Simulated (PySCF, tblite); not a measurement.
# C5H9BOSi: geometry, infrared bands and NMR shifts

What infrared bands and NMR shifts should C5H9BOSi (`BC1=C[SiH2]C(OC)=C1`) show?

Programs: tblite 0.8.0 and PySCF 2.14.0, with density-fitted response routines of our own. Each step states its level of theory. These are calculated values for one molecule in the gas phase, unless marked as measured. Atoms are numbered from 0 throughout.

### 1 The molecule as given

17 atoms, charge 0, multiplicity 1; geometry from: force field or distance geometry start.

Bonds of the start (Å): B0–C1 1.60, C1–C2 1.32, C2–Si3 1.85, Si3–C4 1.85, C4–O5 1.36, O5–C6 1.43, C4–C7 1.32, C7–C1 1.40, B0–H8 1.18, B0–H9 1.16, C2–H10 1.05, Si3–H11 1.45, Si3–H12 1.45, C6–H13 1.13, C6–H14 1.10, C6–H15 1.11, C7–H16 1.12.

### 2 Relaxing the molecule with GFN2-xTB

The job: settings as JSON, then the geometry in Å.

```
{"job": {"kind": "relax", "xc": "GFN2-xTB", "basis": "xTB"}, "charge": 0, "multiplicity": 1}
B      2.823800     0.943600     0.326500
C      1.514800     0.019200     0.312400
C      1.663600    -1.284300     0.152600
Si    -0.046400    -1.996800     0.196000
C     -0.788100    -0.325700     0.484700
O     -2.121600    -0.094900     0.617100
C     -2.790400     1.100500     0.216200
C      0.221400     0.529200     0.501500
H      2.862700     1.924500     0.985500
H      3.727200     0.689500    -0.349300
H      2.552300    -1.829600     0.002300
H     -0.260600    -2.922900     1.289300
H     -0.477100    -2.453600    -1.105900
H     -3.882200     0.989200     0.465000
H     -2.654100     1.149300    -0.876300
H     -2.358400     1.960500     0.768100
H      0.006100     1.614300     0.653900
```

Launch:

```sh
OMP_NUM_THREADS=1 python probes_run.py task.json out
```

This one command runs all jobs of the session in turn.

**Question.** This job is followed by: GFN2-xTB harmonic vibrations, gas phase; GIAO PBE0/pcSseg-1 NMR shielding, non-relativistic, gas phase. What will the session give for the following? strongest single infrared mode (GFN2-xTB); zero-point energy (GFN2-xTB); ¹³C shifts against TMS (PBE0/pcSseg-1); ¹H shifts against TMS (PBE0/pcSseg-1, means over atoms taken as alike); ¹¹B shifts against BF3·OEt2 (PBE0/pcSseg-1); ²⁹Si shifts against TMS (PBE0/pcSseg-1); ¹⁷O shifts against H2O (PBE0/pcSseg-1); surface potential, 1st and 99th percentile.

The runs gave:

| quantity | value |
| --- | --- |
| strongest single infrared mode (GFN2-xTB) | 2260 cm⁻¹, 413 km/mol |
| zero-point energy (GFN2-xTB) | 76.0 kcal/mol |
| ¹³C shifts against TMS (PBE0/pcSseg-1) | 179.4, 178.3, 160.0, 124.2, 58.4 ppm |
| ¹H shifts against TMS (PBE0/pcSseg-1, means over atoms taken as alike) | 6.93, 6.88, 6.28, 4.66, 3.83 ppm |
| ¹¹B shifts against BF3·OEt2 (PBE0/pcSseg-1) | 71.6 ppm |
| ²⁹Si shifts against TMS (PBE0/pcSseg-1) | -52.3 ppm |
| ¹⁷O shifts against H2O (PBE0/pcSseg-1) | 126.1 ppm |
| surface potential, 1st and 99th percentile | -0.99 V and 1.15 V |

What this shows: Relaxing lowered the energy by 0.597 eV in 113 steps; the close pair that moved most is C1–C7, from 1.403 to 1.466 Å. All 45 modes are real, so the xTB geometry is a minimum. GFN2-xTB is a fitted tight-binding method: band positions and strengths are rough. Its intensities can rank the bands wrongly. H10 (hydrogen on an alkene CH) lies farthest downfield among hydrogen, at 6.93 ppm; attached to an sp2 carbon and in the plane of the double bond. At PBE0/pcSseg-1: Shielding is most anisotropic at C1 (span 277 ppm, paramagnetic term -245 ppm). At PBE0/pcSseg-1, counted by nearest atom on the grid, the HOMO lies on C7 25 %; C2, C4 about 19 % each, the LUMO on B0 29 %; C2 25 %.
